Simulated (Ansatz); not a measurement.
A nudged elastic band was laid between two geometries of a periodic cell of 17 atoms, W16N (host W, host structure bcc, interstitial N).

Method: DFT PBE-D3(BJ), scalar-relativistic, plane waves, PAW (Ansatz). Settings: cutoff 420 eV, k mesh 3x3x3, fermi-dirac smearing 0.1 eV, no spin polarisation.

```json
{
 "movable images": "5",
 "climbing image": "yes",
 "spring": "2.0 eV/Å²",
 "optimiser": "quadratic models (default)",
 "start path": "straight line",
 "force threshold": "0.05 eV/Å",
 "iteration limit": "64",
 "end points": "relaxed"
}
```

Image 0:

```xyz
17
Lattice="6.3200 0.0000 0.0000 0.0000 6.3200 0.0000 0.0000 0.0000 6.3200" Properties=species:S:1:pos:R:3
W 0.001 0.001 0.047
W 3.160 -0.055 -0.010
W 0.001 3.158 0.047
W 0.000 0.001 3.204
W 1.867 1.580 1.625
W 3.160 3.215 -0.010
W 3.161 -0.055 3.261
W 4.454 1.580 1.625
W 0.000 3.158 3.204
W 1.590 4.740 1.625
W 1.590 1.580 4.785
W 3.161 3.215 3.261
W 4.731 4.740 1.625
W 4.731 1.580 4.786
W 1.545 4.740 4.785
W 4.776 4.740 4.786
N 0.001 1.580 1.626
```

Image 6:

```xyz
17
Lattice="6.3200 0.0000 0.0000 0.0000 6.3200 0.0000 0.0000 0.0000 6.3200" Properties=species:S:1:pos:R:3
W 0.101 -0.055 0.003
W 3.150 -0.056 0.003
W 0.101 3.216 0.003
W 0.045 0.002 3.163
W 1.626 1.580 1.572
W 3.150 3.216 0.003
W 3.207 0.002 3.163
W 4.786 1.580 1.297
W 0.044 3.159 3.163
W 1.625 4.740 1.618
W 1.626 1.580 4.753
W 3.207 3.159 3.163
W 4.786 4.740 1.573
W 4.786 1.580 5.030
W 1.626 4.740 4.707
W 4.786 4.740 4.752
N -1.534 1.580 3.163
```

What changes between the two ends?

Contacts lost: W1–N17, W3–N17, W5–N17. Contacts made: W7–N17, W12–N17, W14–N17. The atom that moves furthest is N17, by 2.17 Å; four of its nearest neighbours are W5 1.87, W8 1.87, W4 2.23, W9 2.23 Å at the first end and W8 1.87, W14 1.87, W12 2.23, W7 2.23 Å at the last.

Give the energies along the band, and the barrier.

It converged. The highest image is number 2 of 0 to 6, 0.58 eV above the ends, which have the same energy within 2 meV. The profile has 2 maxima (images 2, 5) with wells between them (image 3): this band takes more than one step, which may be the mechanism or a detour left from its start path. By the program's own check the climbing image is a first-order saddle point (lowest curvatures found: -0.70 and 8.65 eV/Å²). Limits of this set-up: coarse k mesh, odd electron count without spin, a small cell, in which the defect meets its images.

```tsv
image	path coordinate (Å)	energy (eV)	W1–N17 (Å)	W3–N17 (Å)	W5–N17 (Å)
0	0.00	0.00	2.23	2.23	1.87
1	0.46	0.42	2.58	2.58	1.87
2	0.91	0.58	2.92	2.92	1.93
3	1.52	0.14	3.38	3.38	2.08
4	2.13	0.45	3.56	3.56	2.61
5	2.74	0.54	3.69	3.69	3.06
6	3.35	0.00	3.92	3.92	3.54
```

What is the geometry of the highest image?


```xyz
17
Lattice="6.3200 0.0000 0.0000 0.0000 6.3200 0.0000 0.0000 0.0000 6.3200" Properties=species:S:1:pos:R:3:forces:R:3
W -0.015 -0.005 -0.016 0.00 0.00 0.00
W 3.145 -0.015 -0.034 0.00 0.00 0.01
W -0.015 3.165 -0.016 0.00 0.00 0.00
W -0.015 -0.164 3.221 0.00 -0.01 0.00
W 1.701 1.580 1.549 0.00 0.00 -0.01
W 3.145 3.175 -0.034 0.00 0.00 0.01
W 3.145 -0.015 3.175 0.00 -0.01 0.01
W 4.587 1.580 1.550 0.01 0.00 -0.03
W -0.015 3.324 3.221 0.00 0.01 0.00
W 1.585 4.740 1.586 0.00 0.00 -0.01
W 1.570 1.580 4.779 0.00 0.00 -0.01
W 3.145 3.175 3.175 0.00 0.01 0.01
W 4.704 4.740 1.586 0.00 0.00 0.00
W 4.719 1.580 4.779 0.00 0.00 0.00
W 1.588 4.740 4.802 0.00 0.00 -0.01
W 4.701 4.740 4.802 0.00 0.00 0.00
N -0.016 1.580 2.434 0.00 0.00 0.02
```

Time of the run: 18 min on 4 threads of Intel(R) Xeon(R) Platinum 8488C (Sapphire Rapids), with other jobs on the host, peak memory 3.4 GiB.
